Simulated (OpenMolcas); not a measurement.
# C2HF3O2 (trifluoroacetic acid): HF/cc-pVTZ (RICD fitting)

What is the vertical ionisation energy of C2HF3O2 (trifluoroacetic acid) at HF/cc-pVTZ (RICD fitting)? 

The results are computed with OpenMolcas 26.06.

## Step 1: Starting point

C2HF3O2 has 8 atoms, charge 0, and is taken as a singlet. As SMILES, `O=C(O)C(F)(F)F`. The shape is that of a GFN2-xTB optimisation. This is one conformer, not always the lowest.

Bond lengths: O1–C2 1.190 Å, C2–O3 1.317 Å, C2–C4 1.560 Å, C4–F5 1.329 Å, C4–F6 1.337 Å, C4–F7 1.337 Å, O3–H8 0.973 Å. Angles: O1–C2–O3 127.0°, O1–C2–C4 123.5°, O3–C2–C4 109.4°, C2–C4–F5 111.4°, C2–C4–F6 111.1°, C2–C4–F7 111.0°, F5–C4–F6 107.9°, F5–C4–F7 107.8°, F6–C4–F7 107.5°, C2–O3–H8 112.1°.

## Step 2: Energy and forces at HF/cc-pVTZ (RICD fitting)

job.inp reads:

```
>>> EXPORT MOLCAS_PRINT=2

&GATEWAY
  BasLib=$CurrDir
  Coord
  8
  bohr
  O      3.25471310    -0.60210454     0.39608660
  C      1.00643034    -0.67449995     0.40561082
  O     -0.43208588    -2.44473869     1.39955007
  C     -0.69543811     1.40100515    -0.81443417
  F      0.68307930     3.26096809    -1.79011866
  F     -2.26152974     2.41032677     0.89077910
  F     -2.11239255     0.43299295    -2.66887910
  H      0.55722354    -3.78396869     2.18138645
  Basis=cc-pVTZ
  Group=NoSym
  RICD

&SEWARD

&SCF
  PrOrbitals=0

&ALASKA
```

The basis set cc-pVTZ is read from a file made from the Basis Set Exchange's data (not shown).

The run is started by

```console
$ export MOLCAS_MEM=1860
$ pymolcas job.inp > job.log
```

Output, cut to the lines that bear on the results:

```text
--- Start Module: gateway ---
[...]
--- Stop Module: gateway /rc=_RC_ALL_IS_WELL_ ---
[...]
      Basis functions          224
[...]
--- Start Module: scf ---
[...]
       Convergence after  12 Iterations
[...]
::    Total SCF energy                               -524.5790436407
[...]
      Total spin, S                                     0.0000000000
[...]
      Total electronic charge=   56.000000
      Total            charge=   -0.000000
[...]
      Dipole Moment (debye):
      Origin of the operator (angstrom)=   -0.0960    0.3349   -0.1939
                   X= -4.4192E-01               Y= -2.2152E+00               Z=  1.2732E+00           Total=  2.5929E+00
      Quadrupole Moment (debye*angstrom):
[...]
--- Stop Module: scf /rc=_RC_ALL_IS_WELL_ ---
[...]
--- Start Module: alaska ---
[...]
 *              Molecular gradients               *
 **************************************************
  Irreducible representation: a
 ------------------------------------------------------------------------------------------
                              X                       Y                       Z
 ------------------------------------------------------------------------------------------
  O1                4.18293620379551E-02    4.77161387281377E-04    2.76352595816265E-04
  C2               -2.53691076328191E-02   -1.35519839489184E-03    4.87640357644481E-04
  O3               -1.61830018404974E-02    1.31112934160527E-02   -7.72594984301467E-03
  C4                1.23806275947229E-02   -2.09969079229471E-02    1.22890366642041E-02
  F5                1.47788387065724E-02    2.57383882582367E-02   -1.36712777743568E-02
  F6               -2.00625414663733E-02    1.40023042674571E-02    1.73252153447141E-02
  F7               -1.84205298343745E-02   -7.90980351768233E-03   -2.24075608765020E-02
  H8                1.10463524341120E-02   -2.30672374937448E-02    1.34265435312493E-02
[...]
--- Stop Module: alaska /rc=_RC_ALL_IS_WELL_ ---
[...]
```

Wall time 44 s (1 thread of Arm Neoverse V2, shared host); peak memory 0.97 GiB.

## Step 3: The doublet cation, same level

job.input reads:

```
&gateway
baslib
$CurrDir
coord
8
bohr
O      3.25471310    -0.60210454     0.39608660
C      1.00643034    -0.67449995     0.40561082
O     -0.43208588    -2.44473869     1.39955007
C     -0.69543811     1.40100515    -0.81443417
F      0.68307930     3.26096809    -1.79011866
F     -2.26152974     2.41032677     0.89077910
F     -2.11239255     0.43299295    -2.66887910
H      0.55722354    -3.78396869     2.18138645
basis
cc-pVTZ
group
NoSym
ricd
&seward
&scf
uhf
charge
1
spin
2
prorbitals
0
&alaska
```

The basis set cc-pVTZ is read from a file made from the Basis Set Exchange's data (not shown).

The run is started by

```console
$ export MOLCAS_MEM=1860
$ pymolcas job.input > job.log
```

Output, cut to the lines that bear on the results:

```text
--- Start Module: gateway ---
[...]
--- Stop Module: gateway /rc=_RC_ALL_IS_WELL_ ---
[...]
      Basis functions          224
[...]
--- Start Module: scf ---
[...]
       Convergence after  21 Iterations
[...]
::    Total SCF energy                               -524.1868360106
[...]
      Total spin, S                                     0.5086074290
[...]
      Total electronic charge=   55.000000
      Total            charge=    1.000000
[...]
      Dipole Moment (debye):
      Origin of the operator (angstrom)=   -0.0960    0.3349   -0.1939
                   X=  3.9737E+00               Y= -5.2814E+00               Z=  3.1034E+00           Total=  7.3017E+00
      Center of Charge (angstrom)
[...]
--- Stop Module: scf /rc=_RC_ALL_IS_WELL_ ---
[...]
--- Start Module: alaska ---
[...]
 *              Molecular gradients               *
 **************************************************
  Irreducible representation: a
 ------------------------------------------------------------------------------------------
                              X                       Y                       Z
 ------------------------------------------------------------------------------------------
  O1               -6.49750721356135E-02   -2.58065006831298E-03    5.12205775050179E-04
  C2                1.33633179991163E-01    4.26553315838927E-02   -2.24001679794116E-02
  O3               -6.65343860801464E-02   -2.69016147307610E-02    1.44436085713338E-02
  C4                5.35004345129317E-02   -7.74801861573073E-02    4.55930831384199E-02
  F5                1.02634822553505E-02    3.92615753268757E-02   -2.13585803930698E-02
  F6               -4.12865237551774E-02    3.34514018310959E-02    2.13595991918396E-02
  F7               -3.84797043392293E-02   -1.81774191655570E-03   -4.21706261444683E-02
  H8                1.38785895510996E-02   -6.58811586865582E-03    4.02087784057370E-03
[...]
--- Stop Module: alaska /rc=_RC_ALL_IS_WELL_ ---
[...]
```

Wall time 1.8 min (1 thread of Arm Neoverse V2, shared host); peak memory 0.97 GiB.

## Step 4: Outcome

At HF/cc-pVTZ (RICD fitting):

| quantity | value |
| --- | --- |
| singlet C2HF3O2: total energy | -524.57904 Eh |
| singlet C2HF3O2: dipole moment | 2.59 D |
| singlet C2HF3O2: HOMO energy | -13.65 eV |
| singlet C2HF3O2: LUMO energy | 3.34 eV |
| singlet C2HF3O2: HOMO–LUMO gap | 16.99 eV |
| singlet C2HF3O2: largest force on an atom | 2.151 eV/Å |
| doublet cation: total energy | -524.18684 Eh |
| doublet cation: HOMO energy (highest over α and β) | -22.88 eV |
| doublet cation: LUMO energy (lowest over α and β) | -8.02 eV |
| doublet cation: ⟨S²⟩ | 0.767 |
| doublet cation: largest force on an atom | 7.305 eV/Å |
| vertical ionisation energy (to the doublet cation) | 10.673 eV |

The vertical ionisation energy comes to 10.67 eV (1030 kJ/mol). The largest force (singlet C2HF3O2) is 2.15 eV/Å: the shape isn't a stationary point for this species at this level. −ε(HOMO) before ionisation, 13.65 eV, is 2.98 eV above this ionisation energy. Mulliken charges (singlet C2HF3O2) run from -0.33 on O1 to +0.68 on C4.
